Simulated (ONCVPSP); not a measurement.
# Cu: the cost of one run

Method: ONCVPSP 4.0.1.1 (patched build), PBE, scalar-relativistic.

## 1. Settings

Typed settings, in words:

```json
{"element": "copper (Cu, Z = 29)", "type": "optimised norm-conserving Vanderbilt (ONCV)", "frozen core": "[Ne]", "valence charge": "19", "reference configuration": "3s2 3p6 3d10 4s1", "partial waves": "3s+4s: rc 1.30 bohr, ncon 4, nbas 8, qcut 8.9 1/bohr, 2 projectors; 3p: rc 0.70 bohr, ncon 4, nbas 9, qcut 11.1 1/bohr, 1 projector; 3d: rc 1.00 bohr, ncon 4, nbas 9, qcut 15.6 1/bohr, 2 projectors, debl 1.5 Ha", "local potential": "polynomial inside 0.60 bohr (lpopt 5, dvloc0 -1 Ha)", "core correction": "Teter function, fcfact 4.75, rcfact 1.1"}
```

The outer shells as boxes (Hund's rule for the drawing; the calculation is spin-unpolarised):

```
[Ne] core
3s [↑↓]
3p [↑↓][↑↓][↑↓]
3d [↑↓][↑↓][↑↓][↑↓][↑↓]
4s [↑ ]
```

An earlier all-electron run gives the scale for the radii.

All-electron outer shells of the reference configuration (PBE, scalar-relativistic, ld1.x):

```json
{"shell": "2p", "level (eV)": "-916.98", "outermost node (bohr)": "–", "outermost maximum (bohr)": "0.16"}
{"shell": "3s", "level (eV)": "-114.70", "outermost node (bohr)": "0.29", "outermost maximum (bohr)": "0.61"}
{"shell": "3p", "level (eV)": "-72.14", "outermost node (bohr)": "0.26", "outermost maximum (bohr)": "0.62"}
{"shell": "3d", "level (eV)": "-5.04", "outermost node (bohr)": "–", "outermost maximum (bohr)": "0.60"}
{"shell": "4s", "level (eV)": "-4.61", "outermost node (bohr)": "0.89", "outermost maximum (bohr)": "2.27"}
{"shell": "4p", "level (eV)": "-0.70", "outermost node (bohr)": "0.97", "outermost maximum (bohr)": "3.65"}
```

## 2. Generation

The input, Cu.dat:

```
# ATOM AND REFERENCE CONFIGURATION
# atsym  z   nc   nv     iexc    psfile
  Cu 29.00    3    4        4      upf
#
#   n    l    f
    1    0    2.00
    2    0    2.00
    2    1    6.00
    3    0    2.00
    3    1    6.00
    3    2   10.00
    4    0    1.00
#
# PSEUDOPOTENTIAL AND OPTIMIZATION
# lmax
    2
#
#   l,   rc,      ep,       ncon, nbas, qcut
    0    1.30    0.00    4    8    8.90
    1    0.70    0.00    4    9   11.10
    2    1.00    0.00    4    9   15.60
#
# LOCAL POTENTIAL
# lloc, lpopt,  rc(5),   dvloc0
    4    5    0.60   -1.00
#
# VANDERBILT-KLEINMAN-BYLANDER PROJECTORs
# l, nproj, debl
    0    2    1.20
    1    1    1.50
    2    2    1.50
#
# MODEL CORE CHARGE
# icmod, fcfact, rcfact
    3    4.75    1.10
#
# LOG DERIVATIVE ANALYSIS
# epsh1, epsh2, depsh
   -6.00    5.00    0.04
#
# OUTPUT GRID
# rlmax, drl
    6.00    0.01
#
# TEST CONFIGURATIONS
# ncnf
    4
# nvcnf
#   n    l    f
    4
    3    0    2.00
    3    1    6.00
    3    2   10.00
    4    0    0.00
#
    4
    3    0    2.00
    3    1    6.00
    3    2    9.00
    4    0    0.00
#
    4
    3    0    2.00
    3    1    6.00
    3    2    8.00
    4    0    0.00
#
    4
    3    0    2.00
    3    1    6.00
    3    2    9.00
    4    0    2.00
#
```

Started as:

```
oncvpsp.x < Cu.dat > Cu.out
```

**Question.** How long does this run take on 1 thread of Neoverse-N1, shared host?

About 5.2 s.
